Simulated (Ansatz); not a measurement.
# In3As: the cost of one run

Computed with Ansatz 0.2.0 (DFT PBEsol+D3(BJ), scalar-relativistic, plane waves, PAW, unless a step's input says otherwise).

1 further run of the same task is left out (set aside as unsound or not needed). Runs told in other sessions of the task aren't counted.

### Step 1. Starting point

Symmetry: Pm-3m, No. 221, cubic system. Conventional cell: a = 4.502 Å, b = 4.502 Å, c = 4.502 Å, α = 90.00°, β = 90.00°, γ = 90.00°. In (site symmetry 4/mmm) has 8 In at 3.18 Å and 4 As at 3.18 Å in its first shell of neighbours. As (site symmetry m-3m) has 12 In at 3.18 Å in its first shell of neighbours.

Coordinates:

```xyz
4
Lattice="4.5024 0.0000 0.0000 0.0000 4.5024 0.0000 0.0000 0.0000 4.5024" Properties=species:S:1:pos:R:3 pbc="T T T"
In    0.0000    2.2512    2.2512
In    2.2512    0.0000    2.2512
In    2.2512    2.2512    0.0000
As    0.0000    0.0000    0.0000
```

It goes back to an entry of the Materials Project, which need not be the stable form.

This cell was relaxed beforehand with the same method: volume 22.82 Å³/atom, gap on the mesh none (metal).

### Step 2. Zero of energy

Reference values: F = -21390.4899 eV; pressure -0.02 GPa; largest force 0.000 eV/Å; gap on the mesh none (metal). It was computed beforehand with the settings of the runs below.

### Step 3. Setting up energy and stress against strain

The cell is strained by ε times the Voigt pattern (0, 1, 0, 0, 0, 0) (xx, yy, zz, yz, xz, xy; engineering shear), with fractional coordinates fixed (clamped ions). The stress on the pattern is the sum of the stress components weighted by it, tension positive.

### Step 4. ε = -0.0400

Contents of input.yaml:

```yaml
crystal:
  lattice:
    - [4.5024438172, 0.0, 0.0]
    - [0.0, 4.3223460645, 0.0]
    - [0.0, 0.0, 4.5024438172]
  atoms:
    - { symbol: In, position: [0.0, 0.5, 0.5] }
    - { symbol: In, position: [0.5, 0.0, 0.5] }
    - { symbol: In, position: [0.5, 0.5, 0.0] }
    - { symbol: As, position: [0.0, 0.0, 0.0] }
basis:
  ecutwfc: 420
kpoints:
  mp_grid: { grid: [10, 10, 10] }
hamiltonian:
  xc: pbesol
  dispersion: d3bj
scf:
  occupations: { method: gaussian, width: 0.15 }
output:
  forces: true
  stress: true
  eigenvalues: true
```

Started as:

```bash
$ ansatz run input.yaml --threads 1 --pin off --max-ram 2560MiB --backend cpu --events-out ev --progress --plain --runs-dir out
```

**Question.** How long does this run take on 1 thread of Intel Xeon at 2.50GHz (Skylake/Cascade Lake), shared host, and how much memory does it need?

About 41 s, with a peak of 0.56 GiB.
